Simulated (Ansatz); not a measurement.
# CH6SeSiTe: shift of H8 from Si3 to Se2

Aim: the minimum-energy path and barrier of the shift of H8 from Si3 to Se2. The ends are relaxed first, then joined by a nudged elastic band. SMILES of the start: C[Se][SiH2][TeH].

Program: Ansatz 0.2.0. Level of theory: RKS revPBE/def2-SVP. These are calculated values, not measurements.

## (1) The structure to begin with

Bond lengths: C1–Se2 1.925 Å, Se2–Si3 2.305 Å, Si3–Te4 2.536 Å, C1–H5 1.087 Å, C1–H6 1.177 Å, C1–H7 1.133 Å, Si3–H8 1.436 Å, Si3–H9 1.423 Å, Te4–H10 1.793 Å. Angles: C1–Se2–Si3 92.3°, Se2–C1–H5 114.0°, Se2–C1–H6 108.7°, Se2–C1–H7 110.3°, H5–C1–H6 108.0°, H5–C1–H7 110.8°, H6–C1–H7 104.7°, Se2–Si3–Te4 107.2°, Se2–Si3–H8 107.3°, Se2–Si3–H9 108.5°, Te4–Si3–H8 109.1°, Te4–Si3–H9 112.6°, H8–Si3–H9 111.9°, Si3–Te4–H10 86.3°.

Structure file:

```xyz
10

C     0.9191    1.6235   -0.0323
Se    0.5398    0.6916    1.6087
Si   -0.8235   -0.8273    0.5372
Te    0.6589   -2.2338   -0.9648
H     1.3820    1.0031   -0.7955
H    -0.0896    2.0450   -0.4692
H     1.5482    2.5428    0.1751
H    -1.4030   -1.6680    1.5471
H    -1.8151   -0.1093   -0.1886
H    -0.8337   -3.1188   -1.4147
```

## (2) End point A

The input, input.yaml:

```yaml
crystal:
  periodic: [false, false, false]
  atoms:
    - { symbol: C, position_ang: [0.9191, 1.6235, -0.0323] }
    - { symbol: Se, position_ang: [0.5398, 0.6916, 1.6087] }
    - { symbol: Si, position_ang: [-0.8235, -0.8273, 0.5372] }
    - { symbol: Te, position_ang: [0.6589, -2.2338, -0.9648] }
    - { symbol: H, position_ang: [1.382, 1.0031, -0.7955] }
    - { symbol: H, position_ang: [-0.0896, 2.045, -0.4692] }
    - { symbol: H, position_ang: [1.5482, 2.5428, 0.1751] }
    - { symbol: H, position_ang: [-1.403, -1.668, 1.5471] }
    - { symbol: H, position_ang: [-1.8151, -0.1093, -0.1886] }
    - { symbol: H, position_ang: [-0.8337, -3.1188, -1.4147] }
basis:
  gaussian: { orbitals: def2-SVP }
hamiltonian:
  xc: revpbe
relax:
  f_tol: 0.02
  max_steps: 50
```

On the command line:

```bash
$ ansatz run input.yaml --threads 2 --pin off --max-ram 3072MiB --backend cpu --events-out ev --progress --plain --runs-dir out
```

The program printed, cut to the lines that bear on the results:

```text
Warning: RAYON_NUM_THREADS=2 ignored (pool sized by the plan → 2); use --threads N
[...]
Functional definition: revPBE
[...]
1368 factors; their error is unknown
[...]
mean field -81638.43517767 eV, -3000.1571562605 hartree, gradient 4.9e-5 eV, S^2 0.000000; 0 other end points of the search recorded, 0 dependent functions left out
[...]
reference -81638.43522182 eV, -3000.1571578832 hartree; 42, 42 occupied and 78, 78 virtual orbitals, 1368 factors
relax step   1: F+E_penalty+E_count = -81638.43517767 eV  Δ(F+E_penalty+E_count) = +0.000e0 eV  max|allowed force component| = 2.522e0 eV/Å  Δτ_max = 0.0000 Å  (28 SCF iters, accepted)
[...]
relax step   4: F+E_penalty+E_count = -81638.82347694 eV  Δ(F+E_penalty+E_count) = -2.277e-2 eV  max|allowed force component| = 7.216e-2 eV/Å  Δτ_max = 0.1263 Å  (29 SCF iters, accepted)
[...]
relax step   7: F+E_penalty+E_count = -81638.83283388 eV  Δ(F+E_penalty+E_count) = -4.496e-3 eV  max|allowed force component| = 3.712e-2 eV/Å  Δτ_max = 0.1000 Å  (29 SCF iters, accepted)
[...]
relax step  10: F+E_penalty+E_count = -81638.84284977 eV  Δ(F+E_penalty+E_count) = -3.611e-3 eV  max|allowed force component| = 1.235e-1 eV/Å  Δτ_max = 0.0311 Å  (30 SCF iters, accepted)
[...]
relax step  12: F+E_penalty+E_count = -81638.84466232 eV  Δ(F+E_penalty+E_count) = -1.813e-3 eV  max|allowed force component| = 2.297e-2 eV/Å  Δτ_max = 0.0266 Å  (28 SCF iters, accepted)
[...]
relax step  13: F+E_penalty+E_count = -81638.84707255 eV  Δ(F+E_penalty+E_count) = -2.410e-3 eV  max|allowed force component| = 2.318e-2 eV/Å  Δτ_max = 0.0929 Å  (29 SCF iters, accepted)
[...]
1368 factors; their error is unknown
```

## (3) The output, continued: end point A relaxed

Output, continued, cut to the lines that bear on the results:

```text
mean field -81638.84849858 eV, -3000.1723455240 hartree, gradient 1.1e-5 eV, S^2 0.000000; 0 other end points of the search recorded, 0 dependent functions left out
[...]
reference -81638.84854424 eV, -3000.1723472020 hartree; 42, 42 occupied and 78, 78 virtual orbitals, 1368 factors
relax step  14: F+E_penalty+E_count = -81638.84849858 eV  Δ(F+E_penalty+E_count) = -1.426e-3 eV  max|allowed force component| = 9.775e-2 eV/Å  Δτ_max = 0.1463 Å  (29 SCF iters, accepted)
[...]
relax step  16: F+E_penalty+E_count = -81638.84975627 eV  Δ(F+E_penalty+E_count) = -6.559e-4 eV  max|allowed force component| = 2.237e-2 eV/Å  Δτ_max = 0.0964 Å  (29 SCF iters, accepted)
[...]
relax step  18: F+E_penalty+E_count = -81638.85003684 eV  Δ(F+E_penalty+E_count) = +1.516e-4 eV  max|allowed force component| = 6.517e-2 eV/Å  Δτ_max = 0.0646 Å  (29 SCF iters, rejected (line search))
[...]
Atom 0 at     0.910942     1.653577    -0.151033 Å, force     0.001977     0.005789    -0.012345 eV/Å
Atom 1 at     0.350228     0.835887     1.568941 Å, force     0.001742     0.003145     0.007125 eV/Å
Atom 2 at    -0.853022    -0.942509     0.745500 Å, force    -0.001936     0.002464    -0.008220 eV/Å
Atom 3 at     0.517395    -2.538351    -0.704558 Å, force    -0.009072    -0.001196    -0.008491 eV/Å
Atom 4 at     1.416666     0.897849    -0.782262 Å, force    -0.007097     0.008172     0.004777 eV/Å
Atom 5 at     0.040033     2.085457    -0.679546 Å, force     0.011880    -0.006681     0.007697 eV/Å
Atom 6 at     1.624210     2.458088     0.111522 Å, force    -0.009894    -0.010489    -0.002285 eV/Å
Atom 7 at    -1.342269    -1.638203     1.986292 Å, force     0.000973     0.000481    -0.000431 eV/Å
Atom 8 at    -2.023694    -0.522740    -0.105967 Å, force     0.002895    -0.001612     0.001765 eV/Å
Atom 9 at    -0.557389    -2.340256    -1.985889 Å, force     0.008533    -0.000073     0.010408 eV/Å
Dipole moment:    -0.010514     0.156928    -0.218077 e Å
```

Run time: 65 s. Hardware: 2 threads of Arm Neoverse V1, shared host; peak memory 0.17 GiB.

The steps of the relaxation:

| step | energy from step 1 (eV) | largest force component (eV/Å) |
| --- | --- | --- |
| 1 | 0.0000 | 2.5222 |
| 2 | -0.2303 | 1.7818 |
| 3 | -0.3655 | 0.3415 |
| 4 | -0.3883 | 0.0722 |
| 5x | -0.3857 | 0.2367 |
| 6 | -0.3932 | 0.0473 |
| 7 | -0.3977 | 0.0371 |
| 8 | -0.4031 | 0.0367 |
| 9 | -0.4041 | 0.2612 |
| 10 | -0.4077 | 0.1235 |
| 11x | -0.4065 | 0.2046 |
| 12 | -0.4095 | 0.0230 |
| 13 | -0.4119 | 0.0232 |
| 14 | -0.4133 | 0.0977 |
| 15 | -0.4139 | 0.0370 |
| 16 | -0.4146 | 0.0224 |
| 17 | -0.4150 | 0.0308 |
| 18x | -0.4149 | 0.0652 |
| 19 | -0.4153 | 0.0129 |
| 20 | -0.4154 | 0.0283 |
| 21 | -0.4155 | 0.0197 |
| 22 | -0.4156 | 0.0085 |
| 23 | -0.4157 | 0.0123 |

Step 1 is the start. 3 steps were tried and not accepted (marked x).

After: Bond lengths: C1–Se2 1.985 Å, Se2–Si3 2.300 Å, Si3–Te4 2.555 Å, C1–H5 1.107 Å, C1–H6 1.106 Å, C1–H7 1.107 Å, Si3–H8 1.504 Å, Si3–H9 1.507 Å, Te4–H10 1.684 Å. Angles: C1–Se2–Si3 99.0°, Se2–C1–H5 110.0°, Se2–C1–H6 110.6°, Se2–C1–H7 106.0°, H5–C1–H6 110.7°, H5–C1–H7 109.7°, H6–C1–H7 109.7°, Se2–Si3–Te4 113.9°, Se2–Si3–H8 103.4°, Se2–Si3–H9 113.2°, Te4–Si3–H8 110.7°, Te4–Si3–H9 105.7°, H8–Si3–H9 110.0°, Si3–Te4–H10 90.9°.

## (4) End point B

The second end starts from a geometry with the move made by hand.

Changes to input.yaml since step 2:

```diff
@@ -10,3 +10,3 @@
     - { symbol: H, position_ang: [1.5482, 2.5428, 0.1751] }
-    - { symbol: H, position_ang: [-1.403, -1.668, 1.5471] }
+    - { symbol: H, position_ang: [0.48768, 0.28432, 3.08257] }
     - { symbol: H, position_ang: [-1.8151, -0.1093, -0.1886] }
```

On the command line:

```bash
$ ansatz run input.yaml --threads 2 --pin off --max-ram 3072MiB --backend cpu --events-out ev --progress --plain --runs-dir out
```

The program printed, cut to the lines that bear on the results:

```text
Warning: RAYON_NUM_THREADS=2 ignored (pool sized by the plan → 2); use --threads N
[...]
[... 1 set-up line as earlier in the session ...]
[...]
1368 factors; their error is unknown
[...]
mean field -81633.96185652 eV, -2999.9927647403 hartree, gradient 1.4e-5 eV, S^2 0.000000; 1 other end points of the search recorded, 0 dependent functions left out
[...]
reference -81633.96190217 eV, -2999.9927664179 hartree; 42, 42 occupied and 78, 78 virtual orbitals, 1368 factors
relax step   1: F+E_penalty+E_count = -81633.96185652 eV  Δ(F+E_penalty+E_count) = +0.000e0 eV  max|allowed force component| = 4.478e0 eV/Å  Δτ_max = 0.0000 Å  (99 SCF iters, accepted)
[...]
relax step   4: F+E_penalty+E_count = -81635.86851853 eV  Δ(F+E_penalty+E_count) = -4.114e-1 eV  max|allowed force component| = 1.860e0 eV/Å  Δτ_max = 0.1959 Å  (38 SCF iters, accepted)
[...]
relax step   7: F+E_penalty+E_count = -81636.92475386 eV  Δ(F+E_penalty+E_count) = -3.164e-1 eV  max|allowed force component| = 1.192e0 eV/Å  Δτ_max = 0.2000 Å  (29 SCF iters, accepted)
[...]
relax step  10: F+E_penalty+E_count = -81637.12191790 eV  Δ(F+E_penalty+E_count) = -1.018e-2 eV  max|allowed force component| = 1.769e-1 eV/Å  Δτ_max = 0.0849 Å  (28 SCF iters, accepted)
[...]
relax step  12: F+E_penalty+E_count = -81637.19407561 eV  Δ(F+E_penalty+E_count) = -3.620e-2 eV  max|allowed force component| = 5.923e-1 eV/Å  Δτ_max = 0.1953 Å  (30 SCF iters, accepted)
[...]
relax step  13: F+E_penalty+E_count = -81637.23797104 eV  Δ(F+E_penalty+E_count) = -4.390e-2 eV  max|allowed force component| = 6.092e-1 eV/Å  Δτ_max = 0.1941 Å  (29 SCF iters, accepted)
[...]
1368 factors; their error is unknown
```

## (5) The output, continued: end point B relaxed

Output, continued, cut to the lines that bear on the results:

```text
mean field -81637.28292880 eV, -3000.1148118956 hartree, gradient 1.2e-5 eV, S^2 0.000000; 0 other end points of the search recorded, 0 dependent functions left out
[...]
reference -81637.28297569 eV, -3000.1148136186 hartree; 42, 42 occupied and 78, 78 virtual orbitals, 1368 factors
relax step  14: F+E_penalty+E_count = -81637.28292880 eV  Δ(F+E_penalty+E_count) = -4.496e-2 eV  max|allowed force component| = 3.992e-1 eV/Å  Δτ_max = 0.2000 Å  (29 SCF iters, accepted)
[...]
relax step  20: F+E_penalty+E_count = -81637.35794544 eV  Δ(F+E_penalty+E_count) = -2.519e-3 eV  max|allowed force component| = 2.181e-2 eV/Å  Δτ_max = 0.0523 Å  (29 SCF iters, accepted)
[...]
relax step  21: F+E_penalty+E_count = -81637.35829929 eV  Δ(F+E_penalty+E_count) = -3.539e-4 eV  max|allowed force component| = 9.622e-3 eV/Å  Δτ_max = 0.0208 Å  (30 SCF iters, accepted)
1368 factors; their error is unknown
[...]
Atom 0 at     0.900120     1.532936    -0.079666 Å, force     0.003887     0.001903    -0.003686 eV/Å
Atom 1 at    -0.163770     1.039576     1.513532 Å, force     0.003861     0.000827     0.009130 eV/Å
Atom 2 at    -1.217947    -1.347195     1.189853 Å, force     0.003132    -0.009622    -0.000676 eV/Å
Atom 3 at     0.419109    -2.450844    -0.503710 Å, force    -0.005324     0.001981     0.002129 eV/Å
Atom 4 at     1.389115     0.621091    -0.475156 Å, force    -0.001414     0.002458    -0.002104 eV/Å
Atom 5 at     0.176707     1.931035    -0.815252 Å, force     0.001513     0.000441     0.003630 eV/Å
Atom 6 at     1.634632     2.311653     0.198065 Å, force    -0.001071    -0.001283    -0.001860 eV/Å
Atom 7 at     1.008649     0.590462     2.313565 Å, force    -0.005981     0.001008    -0.007736 eV/Å
Atom 8 at    -2.075424    -0.653528     0.108359 Å, force    -0.001877     0.002898    -0.003644 eV/Å
Atom 9 at    -0.097410    -1.674066    -1.911119 Å, force     0.003274    -0.000613     0.004817 eV/Å
Dipole moment:     0.382349     0.841052     0.018137 e Å
```

Wall time 66 s (2 threads of Arm Neoverse V1, shared host); peak memory 0.18 GiB.

The steps of the relaxation:

| step | energy from step 1 (eV) | largest force component (eV/Å) |
| --- | --- | --- |
| 1 | 0.0000 | 4.4785 |
| 2 | -1.0060 | 1.8156 |
| 3 | -1.4952 | 1.2293 |
| 4 | -1.9067 | 1.8603 |
| 5 | -2.3214 | 2.0553 |
| 6 | -2.6465 | 1.8643 |
| 7 | -2.9629 | 1.1919 |
| 8 | -3.1215 | 0.4813 |
| 9 | -3.1499 | 0.1432 |
| 10 | -3.1601 | 0.1769 |
| 11 | -3.1960 | 0.2447 |
| 12 | -3.2322 | 0.5923 |
| 13 | -3.2761 | 0.6092 |
| 14 | -3.3211 | 0.3992 |
| 15 | -3.3647 | 0.1571 |
| 16 | -3.3849 | 0.0917 |
| 17 | -3.3912 | 0.0351 |
| 18 | -3.3926 | 0.1346 |
| 19 | -3.3936 | 0.0939 |
| 20 | -3.3961 | 0.0218 |
| 21 | -3.3964 | 0.0096 |

Step 1 is the start.

After: Bond lengths: C1–Se2 1.978 Å, Se2–Si3 2.629 Å, Si3–Te4 2.601 Å, C1–H5 1.108 Å, C1–H6 1.106 Å, C1–H7 1.106 Å, Se2–H8 1.489 Å, Si3–H9 1.545 Å, Te4–H10 1.688 Å. Angles: C1–Se2–Si3 110.1°, C1–Se2–H8 94.8°, Si3–Se2–H8 96.2°, Se2–C1–H5 108.6°, Se2–C1–H6 105.9°, Se2–C1–H7 109.3°, H5–C1–H6 110.3°, H5–C1–H7 112.1°, H6–C1–H7 110.4°, Se2–Si3–Te4 102.3°, Se2–Si3–H9 84.3°, Te4–Si3–H9 94.8°, Si3–Te4–H10 98.9°.

(Part 1 of 2 ends here.)
